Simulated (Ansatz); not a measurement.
# Ir3Ru2: the cost of one run

Program: Ansatz 0.2.0. Level of theory: DFT PBE, scalar-relativistic, plane waves, PAW. These are calculated values, not measurements.

## 1. Starting point

It takes space group P-6m2 (No. 187, hexagonal). Conventional cell: a = 2.704 Å, b = 2.704 Å, c = 21.921 Å, α = 90.00°, β = 90.00°, γ = 120.00°. Around Ru (site symmetry 3m) lie 6 Ir at 2.69 Å and 6 Ru at 2.70 Å. Ir (site symmetry -6m2) is surrounded by 12 Ir at 2.69 to 2.70 Å. Ir (site symmetry 3m) has 6 Ru at 2.69 Å and 6 Ir at 2.70 Å in its first shell of neighbours. Ir (site symmetry 3m) is surrounded by 3 Ru at 2.69 Å and 9 Ir at 2.69 to 2.70 Å. Ir (site symmetry -6m2) has 6 Ru at 2.69 Å and 6 Ir at 2.70 Å in its first shell of neighbours.

Structure file:

```
CELL_PARAMETERS angstrom
2.70372 0.00000 0.00000
-1.35186 2.34149 0.00000
0.00000 0.00000 21.92140
ATOMIC_POSITIONS crystal
Ru 0.66667 0.33333 0.80000
Ru 0.66667 0.33333 0.20000
Ru 0.66667 0.33333 0.40000
Ru 0.66667 0.33333 0.60000
Ir 0.66667 0.33333 0.00000
Ir 0.33333 0.66667 0.70000
Ir 0.33333 0.66667 0.90000
Ir 0.33333 0.66667 0.10000
Ir 0.33333 0.66667 0.30000
Ir 0.33333 0.66667 0.50000
```

The start is an ordering of an alloy on its end members' structure types: elements ordered on the sites of the Rh type, Ru/Ir on Rh (P-6m2, No. 187).

## 2. Probe: one point on a coarse mesh

File input.yaml:

```yaml
crystal:
  lattice:
    - [2.70371646, 0.0, 0.0]
    - [-1.35185823, 2.34148714, 0.0]
    - [0.0, 0.0, 21.92140453]
  atoms:
    - { symbol: Ru, position: [0.66666667, 0.33333333, 0.8] }
    - { symbol: Ru, position: [0.66666667, 0.33333333, 0.2] }
    - { symbol: Ru, position: [0.66666667, 0.33333333, 0.4] }
    - { symbol: Ru, position: [0.66666667, 0.33333333, 0.6] }
    - { symbol: Ir, position: [0.66666667, 0.33333333, 0.0] }
    - { symbol: Ir, position: [0.33333333, 0.66666667, 0.7] }
    - { symbol: Ir, position: [0.33333333, 0.66666667, 0.9] }
    - { symbol: Ir, position: [0.33333333, 0.66666667, 0.1] }
    - { symbol: Ir, position: [0.33333333, 0.66666667, 0.3] }
    - { symbol: Ir, position: [0.33333333, 0.66666667, 0.5] }
basis:
  ecutwfc: 420
kpoints:
  mp_grid: { grid: [6, 6, 1] }
hamiltonian:
  xc: pbe
scf:
  occupations: { method: gaussian, width: 0.1 }
  lower_state_search: "off"
output:
  forces: true
  stress: true
  eigenvalues: true
```

Started as:

```
ansatz run input.yaml --threads 4 --pin off --max-ram 8192MiB --backend cpu --events-out ev --progress --plain --runs-dir out
```

Q: Estimate wall time and peak memory on 4 threads of Intel Xeon at 2.50GHz (Skylake/Cascade Lake), shared host.

About 4.8 s, with a peak of 0.59 GiB.
